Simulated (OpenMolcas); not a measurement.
# C2H5AlO (SMILES [CH3][Al]1[CH2][O]1): levels of theory compared

We compute a comparison of 6 runs (HF/3-21G, B3LYP/6-31G*, PBE/6-31G*, r2SCAN/6-31G*, MP2/6-31G*, CCSD(T)/6-31G*) of C2H5AlO. 

Program for the calculation: OpenMolcas 26.06.

1 further run of the same task is left out (set aside as unsound or not needed).

### Step 1. The system as given

The species is C2H5AlO (9 atoms), meant as a singlet with charge 0. SMILES: `[CH3][Al]1[CH2][O]1`. The shape is that of a PBE0-D4/def2-TZVP optimisation.

Bond lengths: C1–Al2 1.934 Å, Al2–C3 1.883 Å, Al2–O4 1.707 Å, C3–O4 1.488 Å, C1–H5 1.093 Å, C1–H6 1.091 Å, C1–H7 1.094 Å, C3–H8 1.091 Å, C3–H9 1.091 Å. Some angles: C1–Al2–C3 171.7°, C1–Al2–O4 139.6°, C3–Al2–O4 48.7°, Al2–C3–O4 59.5°, Al2–O4–C3 71.8°, Al2–C1–H5 110.3°, Al2–C1–H6 112.2°, Al2–C1–H7 110.1°, Al2–C3–H8 123.8°, Al2–C3–H9 123.8°.

### Step 2. Energy and gradient at HF/3-21G (run 1)

run.input reads:

```
* C2H5AlO Hartree-Fock

&GATEWAY
  BasLib
  $CurrDir
  BasisSet
  C.3-21G....
  C1 -0.670900 1.320200 -1.081500 angstrom
  C3 0.678700 -1.280200 1.349300 angstrom
  End of Basis
  BasisSet
  Al.3-21G....
  Al2 0.051300 -0.076700 0.044200 angstrom
  End of Basis
  BasisSet
  O.3-21G....
  O4 0.789300 -1.609500 -0.097900 angstrom
  End of Basis
  BasisSet
  H.3-21G....
  H5 0.039700 1.575000 -1.872100 angstrom
  H6 -0.900200 2.226000 -0.517500 angstrom
  H7 -1.591200 0.976800 -1.562100 angstrom
  H8 0.038500 -1.980500 1.887700 angstrom
  H9 1.653200 -1.197400 1.832800 angstrom
  End of Basis

&SEWARD

&SCF
  Thresholds
  1e-10 1e-07 1e-07 1e-05
  PrOrbitals
  1

&ALASKA
```

The basis set 3-21G is read from a file made from the Basis Set Exchange's data (not shown).

Launch:

```console
$ export MOLCAS_MEM=1860
$ pymolcas run.input > run.log
```

Standard output:

```text
--- Start Module: gateway ---
[...]
--- Stop Module: gateway /rc=_RC_ALL_IS_WELL_ ---
[...]
      Basis functions           50
[...]
--- Start Module: scf ---
[...]
       Convergence after  14 Iterations
[...]
::    Total SCF energy                               -393.2234124007
[...]
      Total spin, S                                     0.0000000000
[...]
      Total electronic charge=   38.000000
      Total            charge=   -0.000000
[...]
      Dipole Moment (debye):
      Origin of the operator (angstrom)=    0.1852   -0.3572    0.0362
                   X= -1.7662E+00               Y=  3.6342E+00               Z=  5.6836E-02           Total=  4.0411E+00
      Quadrupole Moment (debye*angstrom):
[...]
--- Stop Module: scf /rc=_RC_ALL_IS_WELL_ ---
[...]
--- Start Module: alaska ---
[...]
 *              Molecular gradients               *
 **************************************************
  Irreducible representation: a
 ------------------------------------------------------------------------------------------
                              X                       Y                       Z
 ------------------------------------------------------------------------------------------
  C1                4.66683731693562E-03   -8.67824187146660E-03    6.08833005936393E-03
  C3               -8.54363869380292E-03    1.45894873934953E-02   -4.19010327399345E-02
  AL2               7.09933593501733E-03   -1.43303252870224E-02    9.37684930600213E-03
  O4               -5.67762975228447E-03    1.32443925360040E-02    2.19341530342554E-02
  H5                3.44041116515004E-03    1.31552137442315E-04   -2.66245837995482E-03
  H6               -7.04422752353939E-04    3.08660373804326E-03    2.95688759016999E-03
  H7               -3.26562625456184E-03   -2.35941198855583E-03   -1.15111035374760E-03
  H8               -5.16986539131814E-03   -6.06976631934852E-03    2.90290019171779E-03
[...]
--- Stop Module: alaska /rc=_RC_ALL_IS_WELL_ ---
[...]
```

It took 3.9 s on 1 thread of Intel Xeon Platinum 8259CL at 2.50GHz (Skylake/Cascade Lake), shared host; peak memory 0.38 GiB.

### Step 3. Energy and forces at B3LYP/6-31G(d) (spherical functions) (run 2)

calc.inp reads:

```
>>> EXPORT MOLCAS_PRINT=2
&GATEWAY
BasLib=$CurrDir
Coord
9
angstrom
C       -0.670900       1.320200      -1.081500
Al       0.051300      -0.076700       0.044200
C        0.678700      -1.280200       1.349300
O        0.789300      -1.609500      -0.097900
H        0.039700       1.575000      -1.872100
H       -0.900200       2.226000      -0.517500
H       -1.591200       0.976800      -1.562100
H        0.038500      -1.980500       1.887700
H        1.653200      -1.197400       1.832800
Basis=6-31Gs
Group=NoSym
&SEWARD
GridInput
Grid=UltraFine
End of Grid
&SCF
KSDFT=B3LYP
Thresholds=1e-10 1e-07 1e-07 1e-05
PrOrbitals=1 2
&ALASKA
```

The basis set 6-31G* is read from a file made from the Basis Set Exchange's data (not shown).

Launch:

```console
$ export MOLCAS_MEM=1860
$ pymolcas calc.inp > calc.log
```

Standard output:

```text
--- Start Module: gateway ---
[...]
--- Stop Module: gateway /rc=_RC_ALL_IS_WELL_ ---
[...]
      Basis functions           70
[...]
--- Start Module: scf ---
[...]
       Convergence after  16 Iterations
[...]
::    Total KS-DFT energy                            -396.8499787042
[...]
      Total spin, S                                     0.0000000000
[...]
      Total electronic charge=   38.000000
      Total            charge=   -0.000000
[...]
      Dipole Moment (debye):
      Origin of the operator (angstrom)=    0.1852   -0.3572    0.0362
                   X= -1.3671E+00               Y=  2.7927E+00               Z= -2.1950E-01           Total=  3.1171E+00
      Quadrupole Moment (debye*angstrom):
[...]
--- Stop Module: scf /rc=_RC_ALL_IS_WELL_ ---
[...]
--- Start Module: alaska ---
[...]
 *              Molecular gradients               *
 **************************************************
  Irreducible representation: a
 ------------------------------------------------------------------------------------------
                              X                       Y                       Z
 ------------------------------------------------------------------------------------------
  C1                5.96011695416898E-04   -1.05101411444597E-03    1.64989290656914E-03
  AL2               4.80882951198325E-03   -1.00512348417645E-02    9.40779335613734E-04
  C3               -1.34644174717891E-03    2.17330462207554E-03   -8.41483701079149E-03
  O4               -4.46628831950946E-03    9.63286784727480E-03    5.88356167068671E-03
  H5               -8.91150710211175E-04   -9.69214270128749E-04    1.76490255935091E-03
  H6                4.57757914315127E-04   -1.81259856809080E-03   -8.92604383327278E-04
  H7                1.82785094233662E-03    1.21094705440861E-04    1.24702117149300E-03
  H8                5.74467213056096E-04    1.51156725372559E-03   -1.13108978659771E-03
[...]
--- Stop Module: alaska /rc=_RC_ALL_IS_WELL_ ---
[...]
```

Run time: 38 s. Hardware: 1 thread of Intel Xeon Platinum 8259CL at 2.50GHz (Skylake/Cascade Lake), shared host; peak memory 0.42 GiB.

Runs 3 to 5 aren't shown in full; the table further down has their settings and results.

### Step 4. The energy at CCSD(T)/6-31G(d) (spherical functions) (run 6)

test.input reads:

```
&GATEWAY
 BasLib=$CurrDir
 Coord
 9
 angstrom
 C       -0.670900       1.320200      -1.081500
 Al       0.051300      -0.076700       0.044200
 C        0.678700      -1.280200       1.349300
 O        0.789300      -1.609500      -0.097900
 H        0.039700       1.575000      -1.872100
 H       -0.900200       2.226000      -0.517500
 H       -1.591200       0.976800      -1.562100
 H        0.038500      -1.980500       1.887700
 H        1.653200      -1.197400       1.832800
 Basis=6-31Gs
 Group=NoSym

&SEWARD

&SCF
 Thresholds=1e-10 1e-07 1e-07 1e-05
 PrOrbitals=1 1

&RASSCF
 FileOrb=$Project.ScfOrb
 Spin=1
 Nactel=0 0 0
 Inactive=19
 Ras2=0
 OutOrbitals=Canonical
 OrbListing=NoCore

&MOTRA
 JobIph
 Frozen=8

&CCSDT
 CCT
 Triples=2
 Iterations=80
 Accuracy=1e-08
 Extrapolation=5 4
```

The basis set 6-31G* is read from a file made from the Basis Set Exchange's data (not shown).

Launch:

```console
$ export MOLCAS_MEM=1860
$ pymolcas test.input > test.log
```

Standard output:

```text
--- Start Module: gateway ---
[...]
--- Stop Module: gateway /rc=_RC_ALL_IS_WELL_ ---
[...]
      Basis functions           70
[...]
       Convergence after  15 Iterations
[...]
::    Total SCF energy                               -395.3733321286
[...]
      Total spin, S                                     0.0000000000
[...]
      Number of active orbitals                  0
[...]
      Spin quantum number                      0.0
[...]
      Active orbitals                            0
[...]
      Number of CSFs                             1
[...]
      Number of root(s) required                 1
[...]
      Convergence after  4 iterations
[...]
      Natural orbitals and occupation numbers for root  1
      ************************************************************************************************************************
      *                                                    Final results                                                     *
      ************************************************************************************************************************
[...]
::    RASSCF root number  1 Total energy:   -395.37333213
[...]
      Total electronic charge=   38.000000
      Total            charge=   -0.000000
[...]
      Dipole Moment (debye):
      Origin of the operator (angstrom)=    0.1852   -0.3572    0.0362
                   X= -1.6256E+00               Y=  3.3507E+00               Z=  2.2892E-02           Total=  3.7242E+00
      Quadrupole Moment (debye*angstrom):
[...]
--- Start Module: motra ---
[...]
      *** WARNING: Default frozen orbitals is overwritten by user input.
      *** Default values:   5
[...]
--- Stop Module: motra /rc=_RC_ALL_IS_WELL_ ---
--- Start Module: ccsdt ---
[...]
      Convergence after                    19  Iterations
      Total energy (diff) :    -395.90042845      -0.00000001
[...]
 METHOD                       : CCSD+T(CCSD)+<T3(1)WT1> = CCSD(T)
[...]
       CCSD     =      -395.9004284522049
[...]
--- Stop Module: ccsdt /rc=_RC_ALL_IS_WELL_ ---
[...]
```

It took 31 s on 1 thread of Intel Xeon Platinum 8259CL at 2.50GHz (Skylake/Cascade Lake), shared host; peak memory 0.42 GiB.

### Step 5. All runs side by side

```
run                                 level  integration grid      task  energy (Eh)  dipole moment (D) of the reference  HOMO energy (eV)  LUMO energy (eV)  wall time
  1                              HF/3-21G                 –  gradient  -393.223412                                4.04             -8.94              2.37      3.9 s
  2    B3LYP/6-31G* (spherical functions)         UltraFine  gradient  -396.849979                                3.12             -5.79             -0.60       38 s
  3      PBE/6-31G* (spherical functions)         UltraFine  gradient  -396.498231                                2.88             -4.76             -1.16       39 s
  4   r2SCAN/6-31G* (spherical functions)         UltraFine  gradient  -396.710803                                3.05             -5.00             -0.85       47 s
  5      MP2/6-31G* (spherical functions)                 –    energy  -395.867410                                3.72             -9.00              2.26        6 s
  6  CCSD(T)/6-31G* (spherical functions)                 –    energy  -395.915828                                3.72             -9.00              2.26       31 s
```

### Step 6. Summary of results

```
                                          quantity          value
                               run 6: total energy  -395.91583 Eh
         run 6: dipole moment (mean-field density)         3.72 D
        run 6: HOMO energy (Hartree–Fock orbitals)       -9.00 eV
        run 6: LUMO energy (Hartree–Fock orbitals)        2.26 eV
      run 6: HOMO–LUMO gap (Hartree–Fock orbitals)       11.26 eV
run 6: correlation energy (8 core orbitals frozen)     -542.5 mEh
                             run 6: (T) correction     -15.40 mEh
```

What this shows: Over runs 1, 2, 3, 4 the dipole moment (its size) runs from 2.88 D (PBE/6-31G*) to 4.04 D (HF/3-21G). The two ends differ in method and basis. Over runs 1, 2, 3, 4 the HOMO–LUMO gap runs from 3.61 eV (PBE/6-31G*) to 11.31 eV (HF/3-21G). Totals of different functionals can't be ranked against each other. All runs together took 2.7 min, the longest 47 s.
